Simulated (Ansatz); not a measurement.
**C10H9N: one species, many methods**

An exercise on one series of results from a longer session: the logs are not shown, and one member is left open.

Computed with Ansatz 0.2.0, Gaussian basis. Level: functionals in def2-TZVPP, the program's frozen cores in correlated methods.

Levels to be run: LDA (SPW92), PBE-D4, revPBE-D4, BLYP-D4, r2SCAN-D4, B97M-V, PBE0-D4, B3LYP-D4, r2SCANh-D4, r2SCAN0-D4, HSE06-D4, BHLYP-D4, CAM-B3LYP-D4, LC-ωPBE, ωB97X-V, ωB97M-V, B2PLYP, PBE-QIDH; CCSD(T)/def2-SVP; CCSD(T)/def2-TZVPP; MP2/def2-QZVPP; extrapolation to the limit; RPA on PBE.

## The geometry

The geometry comes from an earlier relaxation with PBE0-D4 in a triple-zeta def2 set; it is a stationary point, not always the lowest conformer.

SMILES `Cc1ccnc2ccccc12`, 20 atoms, charge 0, spin multiplicity 1.

Atoms are counted from 1 here; the program's logs count them from 0.

Bond lengths: C1–C2 1.494 Å, C1–H12 1.094 Å, C1–H13 1.094 Å, C1–H14 1.090 Å, C2–C3 1.369 Å, C2–C11 1.421 Å, C3–C4 1.408 Å, C3–H15 1.084 Å, C4–N5 1.305 Å, C4–H16 1.088 Å, N5–C6 1.356 Å, C6–C7 1.411 Å, C6–C11 1.421 Å, C7–C8 1.367 Å, C7–H17 1.083 Å, C8–C9 1.407 Å, C8–H18 1.084 Å, C9–C10 1.369 Å and more. Angles: C2–C1–H12 111.2°, C2–C1–H13 111.2°, C2–C1–H14 110.8°, H12–C1–H13 107.1°, H12–C1–H14 108.2°, H13–C1–H14 108.2°, C1–C2–C3 121.4°, C1–C2–C11 121.2°, C3–C2–C11 117.3°, C2–C3–C4 120.1°, C2–C3–H15 120.5°, C4–C3–H15 119.4°, C3–C4–N5 124.3°, C3–C4–H16 119.3°, N5–C4–H16 116.5°, C4–N5–C6 117.3°, N5–C6–C7 117.9°, N5–C6–C11 123.0° and more.

Set-up of the first run:

in.yaml

```yaml
crystal:
  periodic: [false, false, false]
  atoms:
    - {symbol: C, position_ang: [1.861379, -1.248521, -1.263293]}
    - {symbol: C, position_ang: [0.455949, -0.814794, -1.003818]}
    - {symbol: C, position_ang: [-0.576715, -1.222869, -1.804907]}
    - {symbol: C, position_ang: [-1.890555, -0.796515, -1.534122]}
    - {symbol: N, position_ang: [-2.219530, -0.013268, -0.543222]}
    - {symbol: C, position_ang: [-1.221430, 0.410459, 0.271167]}
    - {symbol: C, position_ang: [-1.562234, 1.257622, 1.346465]}
    - {symbol: C, position_ang: [-0.601363, 1.718669, 2.202886]}
    - {symbol: C, position_ang: [0.744571, 1.352498, 2.021640]}
    - {symbol: C, position_ang: [1.105067, 0.532010, 0.987404]}
    - {symbol: C, position_ang: [0.137668, 0.039063, 0.085949]}
    - {symbol: H, position_ang: [2.271384, -1.794015, -0.408808]}
    - {symbol: H, position_ang: [2.514553, -0.389406, -1.439751]}
    - {symbol: H, position_ang: [1.911491, -1.898377, -2.136927]}
    - {symbol: H, position_ang: [-0.392156, -1.875221, -2.651274]}
    - {symbol: H, position_ang: [-2.701246, -1.128666, -2.179315]}
    - {symbol: H, position_ang: [-2.606496, 1.522444, 1.460743]}
    - {symbol: H, position_ang: [-0.873760, 2.369213, 3.026103]}
    - {symbol: H, position_ang: [1.498796, 1.723445, 2.706075]}
    - {symbol: H, position_ang: [2.144646, 0.256229, 0.856991]}
basis:
  gaussian: {orbitals: def2-TZVPP}
hamiltonian: {xc: lda}
output: {orbitals: {seedname: orbitals}}
```

Started as:

```bash
> ansatz run in.yaml --threads 4 --pin off --events-out ev --progress --plain --max-ram 46080MiB --backend cuda --devices 0, --max-vram 37GiB
```

Steps of the session up to this table: LDA; PBE-D4 (GGA); revPBE-D4 (GGA); BLYP-D4 (GGA); r2SCAN-D4 (meta-GGA); B97M-V (meta-GGA); PBE0-D4 (hybrid); B3LYP-D4 (hybrid); r2SCANh-D4 (hybrid); r2SCAN0-D4 (hybrid); HSE06-D4 (hybrid); BHLYP-D4 (hybrid); CAM-B3LYP-D4 (range-separated); LC-ωPBE (range-separated); ωB97X-V (range-separated); ωB97M-V (range-separated); B2PLYP (double hybrid); PBE-QIDH (double hybrid).

One of the session's tables, all rows but one given; the rest of the session is left out.

It belongs to the step «Orbital energies across the functionals». 

| functional | HOMO (eV) | LUMO (eV) | gap (eV) |
| --- | --- | --- | --- |
| LDA (SPW92) | -5.89 | -2.56 | 3.33 |
| PBE-D4 | -5.77 | -2.32 | 3.45 |
| revPBE-D4 | -5.71 | -2.23 | 3.48 |
| BLYP-D4 | -5.63 | -2.15 | 3.49 |
| r2SCAN-D4 | -5.96 | -2.20 | 3.76 |
| B97M-V | -5.92 | -2.11 | 3.81 |
| PBE0-D4 | -6.71 | -1.50 | 5.21 |
| B3LYP-D4 | -6.51 | -1.66 | 4.85 |
| r2SCANh-D4 | -6.30 | -1.90 | 4.41 |
| r2SCAN0-D4 | -6.82 | -1.45 | 5.37 |
| HSE06-D4 | ? | ? | ? |
| BHLYP-D4 | -7.41 | -0.51 | 6.89 |
| CAM-B3LYP-D4 | -7.83 | -0.47 | 7.36 |
| LC-ωPBE | -9.06 | 0.45 | 9.51 |
| ωB97X-V | -8.73 | 0.47 | 9.19 |
| ωB97M-V | -8.66 | 0.41 | 9.08 |

**Question.** Estimate the row for HSE06-D4.

The run gave: HOMO (eV): -6.33; LUMO (eV): -1.87; gap (eV): 4.46. In the column «HOMO (eV)» it lies between B3LYP-D4 (-6.51) and r2SCANh-D4 (-6.30).
